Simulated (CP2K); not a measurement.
**BBr2F (dibromofluoroborane), step by step**

Aim: a series of 8 runs (CAM-B3LYP/TZVP-MOLOPT-PBE0-GTH) of BBr2F. The setting varied is the cutoff. 

Program for the calculation: CP2K 2026.2.

8 further runs of the same task are left out: 8 set aside as unsound or not needed.

### Step 1. The system as given

The species is BBr2F (4 atoms), meant as a singlet with charge 0. As SMILES, `FB(Br)Br`. The coordinates come from a GFN2-xTB relaxation.

Bond lengths: F1–B2 1.311 Å, B2–Br3 1.867 Å, B2–Br4 1.867 Å. Angles: F1–B2–Br3 118.7°, F1–B2–Br4 118.7°, Br3–B2–Br4 122.6°.

### Step 2. Energy and forces at CAM-B3LYP/TZVP-MOLOPT-PBE0-GTH (core potential, admm exchange PBEX, admm type ADMM2) (run 1)

Contents of gas.inp:

```
&GLOBAL
  PROJECT gas
  RUN_TYPE ENERGY_FORCE
  PRINT_LEVEL MEDIUM
&END GLOBAL
&FORCE_EVAL
  METHOD Quickstep
  &DFT
    BASIS_SET_FILE_NAME BASIS_MOLOPT_UZH
    BASIS_SET_FILE_NAME BASIS_ADMM_UZH
    POTENTIAL_FILE_NAME POTENTIAL_UZH
    CHARGE 0
    MULTIPLICITY 1
    &QS
      METHOD GPW
      EPS_DEFAULT 1.0E-10
    &END QS
    &MGRID
      CUTOFF 350
      REL_CUTOFF 50
      NGRIDS 4
    &END MGRID
    &POISSON
      PERIODIC NONE
      POISSON_SOLVER WAVELET
    &END POISSON
    &SCF
      SCF_GUESS ATOMIC
      EPS_SCF 1.0E-06
      MAX_SCF 150
      ADDED_MOS 5
      &DIAGONALIZATION
        ALGORITHM STANDARD
      &END DIAGONALIZATION
      &MIXING
        METHOD DIRECT_P_MIXING
        ALPHA 0.4
      &END MIXING
    &END SCF
    &XC
      &XC_FUNCTIONAL
        &HYB_GGA_XC_CAM_B3LYP
        &END HYB_GGA_XC_CAM_B3LYP
      &END XC_FUNCTIONAL
      &HF
        FRACTION 1.0
        &SCREENING
          EPS_SCHWARZ 1.0E-09
          SCREEN_ON_INITIAL_P F
        &END SCREENING
        &INTERACTION_POTENTIAL
          POTENTIAL_TYPE MIX_CL
          SCALE_COULOMB 0.19
          SCALE_LONGRANGE 0.46
          OMEGA 0.33
        &END INTERACTION_POTENTIAL
        &MEMORY
          MAX_MEMORY 1750
        &END MEMORY
      &END HF
    &END XC
    &AUXILIARY_DENSITY_MATRIX_METHOD
      ADMM_TYPE ADMM2
      EXCH_CORRECTION_FUNC PBEX
    &END AUXILIARY_DENSITY_MATRIX_METHOD
    &PRINT
      &MOMENTS
        PERIODIC F
        REFERENCE COM
        MAX_MOMENT 1
      &END MOMENTS
      &MO ON
        ENERGIES T
        OCCUPATION_NUMBERS T
        NDIGITS 6
        &EACH
          QS_SCF 0
        &END EACH
        ADD_LAST NUMERIC
      &END MO
      &HIRSHFELD OFF
      &END HIRSHFELD
    &END PRINT
  &END DFT
  &SUBSYS
    &CELL
      ABC [angstrom] 9.7 9.7 9.7
      PERIODIC NONE
    &END CELL
    &COORD
      F      1.305760     0.463010     0.362480
      B      0.108040     0.041500     0.035020
      Br    -0.472990    -1.608000     0.689610
      Br    -0.940810     1.103490    -1.087110
    &END COORD
    &TOPOLOGY
      &CENTER_COORDINATES
      &END CENTER_COORDINATES
    &END TOPOLOGY
    &KIND F
      BASIS_SET ORB TZVP-MOLOPT-PBE0-GTH-q7
      BASIS_SET AUX_FIT admm-dzp-q7
      POTENTIAL GTH-PBE0-q7
    &END KIND
    &KIND B
      BASIS_SET ORB TZVP-MOLOPT-PBE0-GTH-q3
      BASIS_SET AUX_FIT admm-dzp-q3
      POTENTIAL GTH-PBE0-q3
    &END KIND
    &KIND Br
      BASIS_SET ORB TZVP-MOLOPT-PBE0-GTH-q7
      BASIS_SET AUX_FIT admm-dzp-q7
      POTENTIAL GTH-PBE0-q7
    &END KIND
  &END SUBSYS
  &PRINT
    &FORCES ON
    &END FORCES
  &END PRINT
&END FORCE_EVAL
```

On the command line:

```sh
$ OMP_NUM_THREADS=2 cp2k.psmp -i gas.inp -o gas.out
```

The log of the run:

```text
CP2K| version string:                                       CP2K version 2026.2
[...]
 GLOBAL| Method name                                                        CP2K
[...]
 GLOBAL| Run type                                                   ENERGY_FORCE
[...]
 DFT| Spin restricted Kohn-Sham (RKS) calculation                            RKS
 DFT| Multiplicity                                                             1
[...]
 DFT| Charge                                                                   0
[...]
 FUNCTIONAL| HYB_GGA_XC_CAM_B3LYP:
[...]
 QS| Method:                                                                 GPW
[...]
 QS| Density cutoff [a.u.]:                                                175.0
[...]
 QS| Relative density cutoff [a.u.]:                                        25.0
[...]
                             - Atoms:                                          4
[...]
                             - Spherical basis functions:                     68
[...]
 Number of electrons:                                                         24
[...]
     1 P_Mix/Diag. 0.40E+00    3.0     2.91080971       -52.8160575629 -5.28E+01
[...]
    16 DIIS/Diag.  0.10E-05    1.9     0.00000037       -54.2828388152 -6.41E-12
  *** SCF run converged in    16 steps ***
[...]
  Overlap energy of the core charge distribution:               0.00000067081350
  Self energy of the core charge distribution:               -128.45162608269908
  Core Hamiltonian energy:                                     33.71194769068058
  Hartree energy:                                              51.73313797168714
  Exchange-correlation energy:                                 -7.74572055777100
  Hartree-Fock Exchange energy:                                -3.53057850786973
  Total energy:                                               -54.28283881515859
[...]
                     Mulliken Population Analysis
 #  Atom  Element  Kind  Atomic population                           Net charge
       1     F        1          7.221673                             -0.221673
       2     B        2          2.676589                              0.323411
       3     Br       3          7.051723                             -0.051723
       4     Br       3          7.050014                             -0.050014
 # Total charge                             24.000000                 -0.000000
[...]
  Dipole moment [Debye]
    X= -0.7342374E+00 Y= -0.2489209E+00 Z= -0.1869841E+00  Total=      0.7975144
 ENERGY| Total FORCE_EVAL ( QS ) energy [hartree]            -54.282838815159202
 FORCES| Atomic forces [hartree/bohr]
 FORCES|   Atom     x               y               z               |f|
 FORCES|      1 -1.93850958E-02 -3.20320699E-02 -1.94000301E-02   4.21686686E-02
 FORCES|      2  1.03402264E-02  3.09768019E-03  1.23717983E-03   1.08649215E-02
 FORCES|      3 -2.61702581E-03 -9.41705608E-03  4.21330238E-03   1.06433870E-02
 FORCES|      4 -5.43803619E-03  6.47389047E-03 -6.30326606E-03   1.05458361E-02
 FORCES| Sum    -1.70999314E-02 -3.18775553E-02 -2.02528139E-02
 FORCES| Total atomic force                                       4.14579625E-02
[...]
```

Run time: 36 s. Hardware: 2 threads of Arm Neoverse V1, shared host; peak memory 1 GiB.

### Step 3. The distorted shape: energy and forces at CAM-B3LYP/TZVP-MOLOPT-PBE0-GTH (core potential, admm exchange PBEX, admm type ADMM2) (run 2)

Contents of mol.inp:

```
&FORCE_EVAL
  METHOD Quickstep
  &DFT
    BASIS_SET_FILE_NAME BASIS_MOLOPT_UZH
    BASIS_SET_FILE_NAME BASIS_ADMM_UZH
    POTENTIAL_FILE_NAME POTENTIAL_UZH
    # Quickstep
    &QS
      METHOD GPW
      EPS_DEFAULT 1.0E-10
    &END QS
    &MGRID
      CUTOFF 350
      REL_CUTOFF 50
      NGRIDS 4
    &END MGRID
    &POISSON
      PERIODIC NONE
      POISSON_SOLVER WAVELET
    &END POISSON
    # self-consistent field
    &SCF
      SCF_GUESS ATOMIC
      EPS_SCF 1.0E-06
      MAX_SCF 150
      ADDED_MOS 5
      &DIAGONALIZATION
        ALGORITHM STANDARD
      &END DIAGONALIZATION
      &MIXING
        METHOD DIRECT_P_MIXING
        ALPHA 0.4
      &END MIXING
    &END SCF
    &XC
      &XC_FUNCTIONAL
        &HYB_GGA_XC_CAM_B3LYP
        &END HYB_GGA_XC_CAM_B3LYP
      &END XC_FUNCTIONAL
      &HF
        FRACTION 1.0
        &SCREENING
          EPS_SCHWARZ 1.0E-09
        &END SCREENING
        &INTERACTION_POTENTIAL
          POTENTIAL_TYPE MIX_CL
          SCALE_COULOMB 0.19
          SCALE_LONGRANGE 0.46
          OMEGA 0.33
        &END INTERACTION_POTENTIAL
        &MEMORY
          MAX_MEMORY 1750
        &END MEMORY
      &END HF
    &END XC
    &AUXILIARY_DENSITY_MATRIX_METHOD
      ADMM_TYPE ADMM2
      EXCH_CORRECTION_FUNC PBEX
    &END AUXILIARY_DENSITY_MATRIX_METHOD
    # extra output
    &PRINT
      &MOMENTS
        PERIODIC F
        REFERENCE COM
        MAX_MOMENT 1
      &END MOMENTS
      &MO ON
        ENERGIES T
        OCCUPATION_NUMBERS T
        NDIGITS 6
        &EACH
          QS_SCF 0
        &END EACH
        ADD_LAST NUMERIC
      &END MO
      &HIRSHFELD OFF
      &END HIRSHFELD
    &END PRINT
  &END DFT
  # atoms, cell and kinds
  &SUBSYS
    # vacuum box
    &CELL
      ABC 10.3 10.3 10.3
      PERIODIC NONE
    &END CELL
    &COORD
      F      1.935071    -0.174185     1.035759
      B      0.737351    -0.595695     0.708299
      Br     0.156321    -2.245195     1.362889
      Br    -0.940810     1.103490    -1.087110
    &END COORD
    &TOPOLOGY
      &CENTER_COORDINATES
      &END CENTER_COORDINATES
    &END TOPOLOGY
    &KIND F
      BASIS_SET ORB TZVP-MOLOPT-PBE0-GTH-q7
      BASIS_SET AUX_FIT admm-dzp-q7
      POTENTIAL GTH-PBE0-q7
    &END KIND
    &KIND B
      BASIS_SET ORB TZVP-MOLOPT-PBE0-GTH-q3
      BASIS_SET AUX_FIT admm-dzp-q3
      POTENTIAL GTH-PBE0-q3
    &END KIND
    &KIND Br
      BASIS_SET ORB TZVP-MOLOPT-PBE0-GTH-q7
      BASIS_SET AUX_FIT admm-dzp-q7
      POTENTIAL GTH-PBE0-q7
    &END KIND
  &END SUBSYS
  # extra output
  &PRINT
    &FORCES ON
    &END FORCES
  &END PRINT
&END FORCE_EVAL
&GLOBAL
  PROJECT mol
  RUN_TYPE ENERGY_FORCE
  PRINT_LEVEL MEDIUM
&END GLOBAL
```

On the command line:

```sh
$ OMP_NUM_THREADS=2 cp2k.psmp -i mol.inp > mol.out 2>&1
```

The log of the run, shortened:

```text
CP2K| version string:                                       CP2K version 2026.2
[...]
 GLOBAL| Method name                                                        CP2K
[...]
 GLOBAL| Run type                                                   ENERGY_FORCE
[...]
 DFT| Spin restricted Kohn-Sham (RKS) calculation                            RKS
 DFT| Multiplicity                                                             1
[...]
 DFT| Charge                                                                   0
[...]
 FUNCTIONAL| HYB_GGA_XC_CAM_B3LYP:
[...]
 QS| Method:                                                                 GPW
[...]
 QS| Density cutoff [a.u.]:                                                175.0
[...]
 QS| Relative density cutoff [a.u.]:                                        25.0
[...]
                             - Atoms:                                          4
[...]
                             - Spherical basis functions:                     68
[...]
 Number of electrons:                                                         24
[...]
     1 P_Mix/Diag. 0.40E+00    3.0     1.50531301       -53.0352672651 -5.30E+01
[...]
    20 DIIS/Diag.  0.36E-06    2.0     0.00000027       -54.1655511221 -4.83E-13
  *** SCF run converged in    20 steps ***
[...]
  Overlap energy of the core charge distribution:               0.00000052701651
  Self energy of the core charge distribution:               -128.45162608269908
  Core Hamiltonian energy:                                     33.30781528593104
  Hartree energy:                                              52.06569184520978
  Exchange-correlation energy:                                 -7.60598155186662
  Hartree-Fock Exchange energy:                                -3.48145114572268
  Total energy:                                               -54.16555112213104
[...]
                     Mulliken Population Analysis
 #  Atom  Element  Kind  Atomic population                           Net charge
       1     F        1          7.158549                             -0.158549
       2     B        2          2.609194                              0.390806
       3     Br       3          6.923526                              0.076474
[...]
  Dipole moment [Debye]
    X=  0.1430619E+01 Y= -0.3260497E+01 Z=  0.2578949E+01  Total=      4.3964175
 ENERGY| Total FORCE_EVAL ( QS ) energy [hartree]            -54.165551122131170
[...]
```

It took 44 s on 2 threads of Arm Neoverse V1, shared host; peak memory 1 GiB.

Runs 3 to 6 aren't shown in full; the table further down has their settings and results.

(Part 1 of 2 ends here.)
